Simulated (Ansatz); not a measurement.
# CH5BrOSi: basis-set convergence

The task here is to estimate one member of a computed series from the others.

The runs use Ansatz 0.2.0, Gaussian basis; one geometry, several basis sets.

The runs, in order: PBE0-D4/def2-SVP; ωB97M-V/def2-SVP; PBE0-D4/def2-QZVPP; ωB97M-V/def2-QZVPP; the functionals' def2-TZVPP values are taken from earlier runs.

## The relaxed structure

The geometry comes from an earlier relaxation with PBE0-D4 in a triple-zeta def2 set; it is a stationary point, not always the lowest conformer.

SMILES `C[SiH](O)Br`, 9 atoms, charge 0, spin multiplicity 1.

Atoms are counted from 1 here; the program's logs count them from 0.

Bond lengths: C1–Si2 1.852 Å, C1–H5 1.092 Å, C1–H6 1.093 Å, C1–H7 1.092 Å, Si2–O3 1.637 Å, Si2–Br4 2.235 Å, Si2–H8 1.477 Å, O3–H9 0.958 Å. Angles: Si2–C1–H5 110.4°, Si2–C1–H6 110.0°, Si2–C1–H7 111.1°, H5–C1–H6 108.6°, H5–C1–H7 108.1°, H6–C1–H7 108.6°, C1–Si2–O3 113.4°, C1–Si2–Br4 107.6°, C1–Si2–H8 112.8°, O3–Si2–Br4 109.6°, O3–Si2–H8 105.6°, Br4–Si2–H8 107.6°, Si2–O3–H9 118.4°.

Set-up of the first run:

in.yaml reads:

```yaml
crystal:
  periodic: [false, false, false]
  atoms:
    - {symbol: C, position_ang: [-0.516114, 1.011283, -0.365252]}
    - {symbol: Si, position_ang: [-0.062848, -0.654108, 0.307463]}
    - {symbol: O, position_ang: [1.369150, -0.668239, 1.099837]}
    - {symbol: Br, position_ang: [0.017011, -2.077661, -1.414097]}
    - {symbol: H, position_ang: [-1.493755, 0.972530, -0.850981]}
    - {symbol: H, position_ang: [-0.558482, 1.742921, 0.446106]}
    - {symbol: H, position_ang: [0.215104, 1.350733, -1.102468]}
    - {symbol: H, position_ang: [-1.054866, -1.172524, 1.270787]}
    - {symbol: H, position_ang: [2.173300, -0.551335, 0.591606]}
basis:
  gaussian: {orbitals: def2-SVP}
hamiltonian: {xc: pbe0, dispersion: d4}
output: {orbitals: {seedname: orbitals}}
```

Among the steps run: PBE0-D4 in def2-SVP; ωB97M-V in def2-SVP; PBE0-D4 in def2-QZVPP; ωB97M-V in def2-QZVPP.

One table of the session follows, with a row left open; its other results are not shown here.

It belongs to the step «Functionals by basis». 

```
functional       basis  HOMO (eV)  LUMO (eV)
   PBE0-D4    def2-SVP      -8.09       1.06
   PBE0-D4  def2-TZVPP          ?          ?
   PBE0-D4  def2-QZVPP      -8.25       0.21
   ωB97M-V    def2-SVP     -10.28       2.84
   ωB97M-V  def2-TZVPP     -10.45       2.07
   ωB97M-V  def2-QZVPP     -10.47       1.46
```

Estimate the missing values for PBE0-D4, def2-TZVPP.

**Answer.** HOMO (eV): -8.23; LUMO (eV): 0.52. In the column «HOMO (eV)» it lies between PBE0-D4, def2-QZVPP (-8.25) and PBE0-D4, def2-SVP (-8.09).
